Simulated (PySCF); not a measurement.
# Ru: excitation energy in aug-cc-pVTZ-DK

Each state of ruthenium is computed at each level; their differences give the excitation energy. How far do the methods differ?

Method: unrestricted determinants in a Gaussian basis, no spin-orbit coupling in the energies. Code: PySCF 2.14.0.

## 1. Starting point

- Element: ruthenium (Z = 44)
- Basis: aug-cc-pVTZ-DK (9s8p6d3f2g, 102 functions)
- Hamiltonian: scalar relativity by spin-free X2C-1e
- State 1: Ru: [Kr] 4d7 5p1, one real determinant (an excited configuration)
- Needed too, but not shown: Ru [Kr] 4d7 5s1 (5F)
- Methods: CCSD(T)
- Core shells frozen in the correlated runs: valence: [Kr] (for Ru)

Outer shells as boxes (Hund's rule):

Ru [Kr] 4d7 5p1
```
[Kr] core
4d [↑↓][↑↓][↑ ][↑ ][↑ ]
5p [↑ ][  ][  ]
```

One driver process ran all states and methods and kept the integrals in memory. Each run is shown as the PySCF script that is equivalent to it; the logs are those of the runs themselves. The driver starts from symmetry-adapted Hartree-Fock orbitals, holds the occupation by maximum overlap and uses a logarithmic radial grid for functionals, so a plain start would take other cycles.

The integrals over 102 functions and the set-up took 15 s of CPU time.

## 2. Ru [Kr] 4d7 5p1, at CCSD(T) (valence)

Level: CCSD(T) (valence).

Contents of input.py:

```python
from pyscf import gto, scf, dft, mp, cc
import basis_set_exchange as bse
mol = gto.M(atom="Ru 0 0 0", charge=0, spin=4, symmetry="D2h",
            basis=gto.basis.parse(bse.get_basis("aug-cc-pVTZ-DK", elements=["Ru"], fmt="nwchem")),
            nucmod="G")
mf = scf.UHF(mol).sfx2c1e()
mf.irrep_nelec = {'Ag': (8, 7), 'B1g': (2, 2), 'B2g': (2, 1), 'B3g': (2, 1), 'B1u': (3, 3), 'B2u': (4, 3), 'B3u': (3, 3)}
mf.kernel()
mycc = cc.CCSD(mf, frozen=18).run()
mycc.ccsd_t()
```

Before running it: what results should come out?

As calculated:

```
                            quantity                                  value
excitation energy, Ru → [Kr] 4d7 5p1  UHF 2.966, CCSD(T) (valence) 3.355 eV
```

Each level's miss (mean over 1 difference):

| method | mean absolute miss against CCSD(T) (valence) (eV) |
| --- | --- |
| UHF | 0.389 |
| MP2 (valence) | 0.090 |
| SCS-MP2 (valence) | 0.042 |
| CCSD (valence) | 0.010 |
| CCSD(T) (valence) | 0.000 |

The methods span 0.479 eV, from UHF (2.966) to MP2 (valence) (3.445). No reference value is at hand in this session. The basis is finite, and no extrapolation was made.
